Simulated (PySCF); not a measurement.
# C9H11F: the cost of one run

Programs: PySCF 2.14.0, with routines of our own; each step states its level. All values are computed. Atoms count from 0.

### 1 The system as given

21 atoms, charge 0, multiplicity 3; geometry from: GFN2-xTB.

### 2 Open-shell or spin-flip excitations: unrestricted TDA PBE0/def2-SVP

What the job is given:

```
{"job": {"kind": "uabs", "xc": "PBE0", "basis": "def2-SVP", "nstates": 10, "tda": true}, "charge": 0, "multiplicity": 3}
C      3.723193    -0.755557     0.143220
C      2.445095    -1.103128     0.560970
C      1.317374    -0.345614     0.358248
C     -0.026307    -0.681786     0.782143
C     -0.894452     0.322071     0.419152
C     -2.367745     0.335180     0.666376
C     -3.114462    -0.199131    -0.554444
F     -4.468702    -0.197250    -0.321717
C     -0.190068     1.335940    -0.248575
C      1.257203     0.992391    -0.337762
H      3.909855     0.158069    -0.389523
H      4.562057    -1.395375     0.342683
H      2.325986    -2.040741     1.089135
H     -0.279392    -1.582817     1.308810
H     -2.709401     1.353150     0.866744
H     -2.611525    -0.289926     1.527635
H     -2.831166    -1.233765    -0.773168
H     -2.943687     0.428334    -1.435168
H     -0.610370     2.246879    -0.631428
H      1.605789     0.931233    -1.377521
H      1.891803     1.738786     0.158422
```

With the program's defaults for keys left out, this is: unrestricted TDA PBE0/def2-SVP, vertical, gas phase, core orbitals frozen in the response.

Run with:

```
$ OMP_NUM_THREADS=1 python excited_run.py task.json out
```

One launch serves the whole session: the jobs run in the order shown.

**Question.** How long does this first job take on 1 thread of Arm Neoverse N1, shared host, and how much memory does it need?

About 2.3 min, with a peak of 0.8 GiB.
